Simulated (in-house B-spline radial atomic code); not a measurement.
**Ir⁵⁺: a fraction of an electron moved 4f → 5f**

Aim: the energy of Ir⁵⁺ as a fraction of an electron is moved 4f → 5f, to see how far it bends away from a straight line.

The numbers are computed with in-house B-spline radial atomic code version 1 (scalar-relativistic (spin-free one-electron X2C) BLYP, spin-polarised, spherical fractional occupations, Fermi nucleus, basis-set limit), except any that are marked as measured or tabulated.

## (1) The atom as given

```
element       : iridium (Z = 77)
charge        : +5
electrons     : 72
configuration : [Xe] 4f14 5d4
Hamiltonian   : scalar-relativistic (X2C)
nucleus       : Fermi, rms radius 5.403 fm
```

Outer shells as boxes (Hund's rule):

[Xe] 4f14 5d4
```
[Xe] core
4f [↑↓][↑↓][↑↓][↑↓][↑↓][↑↓][↑↓]
5d [↑ ][↑ ][↑ ][↑ ][  ]
```

Where spins are not typed, each open shell is filled with up spins first.

## (2) The start, at fraction 0

Settings of the run:

```ini
Z = 77
electrons = 72.0
configuration = [Xe] 4f14 5d4
hamiltonian = x2c
method = b88,lyp
spin_polarised = True
nucleus = fermi
rms_radius = 5.4032
mass_number = 193
atomic_mass = 192.962923753
speed_of_light = 137.035999084
```

## (3) 0.125 electron moved 4f → 5f

The settings differ from step 2 so:

```diff
@@ -2,3 +2,3 @@
 electrons = 72.0
-configuration = [Xe] 4f14 5d4
+configuration = [Xe] 4f13.875 5d4 5f0.125
 hamiltonian = x2c
```

## (4) 0.25 electron moved 4f → 5f

The settings differ from step 3 so:

```diff
@@ -2,3 +2,3 @@
 electrons = 72.0
-configuration = [Xe] 4f13.875 5d4 5f0.125
+configuration = [Xe] 4f13.75 5d4 5f0.25
 hamiltonian = x2c
```

## (5) 0.375 electron moved 4f → 5f

The settings differ from step 4 so:

```diff
@@ -2,3 +2,3 @@
 electrons = 72.0
-configuration = [Xe] 4f13.75 5d4 5f0.25
+configuration = [Xe] 4f13.625 5d4 5f0.375
 hamiltonian = x2c
```

## (6) 0.5 electron moved 4f → 5f

The settings differ from step 5 so:

```diff
@@ -2,3 +2,3 @@
 electrons = 72.0
-configuration = [Xe] 4f13.625 5d4 5f0.375
+configuration = [Xe] 4f13.5 5d4 5f0.5
 hamiltonian = x2c
```

## (7) 0.625 electron moved 4f → 5f

The settings differ from step 6 so:

```diff
@@ -2,3 +2,3 @@
 electrons = 72.0
-configuration = [Xe] 4f13.5 5d4 5f0.5
+configuration = [Xe] 4f13.375 5d4 5f0.625
 hamiltonian = x2c
```

## (8) 0.75 electron moved 4f → 5f

The settings differ from step 7 so:

```diff
@@ -2,3 +2,3 @@
 electrons = 72.0
-configuration = [Xe] 4f13.375 5d4 5f0.625
+configuration = [Xe] 4f13.25 5d4 5f0.75
 hamiltonian = x2c
```

## (9) 0.875 electron moved 4f → 5f

The settings differ from step 8 so:

```diff
@@ -2,3 +2,3 @@
 electrons = 72.0
-configuration = [Xe] 4f13.25 5d4 5f0.75
+configuration = [Xe] 4f13.125 5d4 5f0.875
 hamiltonian = x2c
```

## (10) 1 electron moved 4f → 5f

The settings differ from step 9 so:

```diff
@@ -2,3 +2,3 @@
 electrons = 72.0
-configuration = [Xe] 4f13.125 5d4 5f0.875
+configuration = [Xe] 4f13 5d4 5f1
 hamiltonian = x2c
```

Q: How does the energy change with the fraction, and which way and how far does it bend from the straight line between the ends?

As calculated:

| fraction | energy change (eV) | less the straight line (eV) | level 4f down (eV) | level 5f up (eV) | sum of <r²> (bohr²) |
| --- | --- | --- | --- | --- | --- |
| 0 | 0.0000 | 0.0000 | -125.45 | empty | 29.642 |
| 0.125 | 12.2462 | -0.7701 | -127.58 | -28.742 | 30.323 |
| 0.25 | 24.7103 | -1.3223 | -129.71 | -29.118 | 30.976 |
| 0.375 | 37.3940 | -1.6548 | -131.83 | -29.481 | 31.599 |
| 0.5 | 50.2983 | -1.7667 | -133.95 | -29.835 | 32.192 |
| 0.625 | 63.4237 | -1.6576 | -136.07 | -30.180 | 32.757 |
| 0.75 | 76.7707 | -1.3269 | -138.18 | -30.517 | 33.295 |
| 0.875 | 90.3394 | -0.7744 | -140.29 | -30.849 | 33.806 |
| 1 | 104.1301 | 0.0000 | -142.39 | -31.174 | 34.293 |

From fraction 0 to 1 the energy changes by 104.130 eV. It sags under the straight line by up to 1.77 eV (at 0.5). Slater's transition state, the slope from the orbital energies at fraction 0.5 (Janak's theorem), gives 104.118 eV for the whole step.
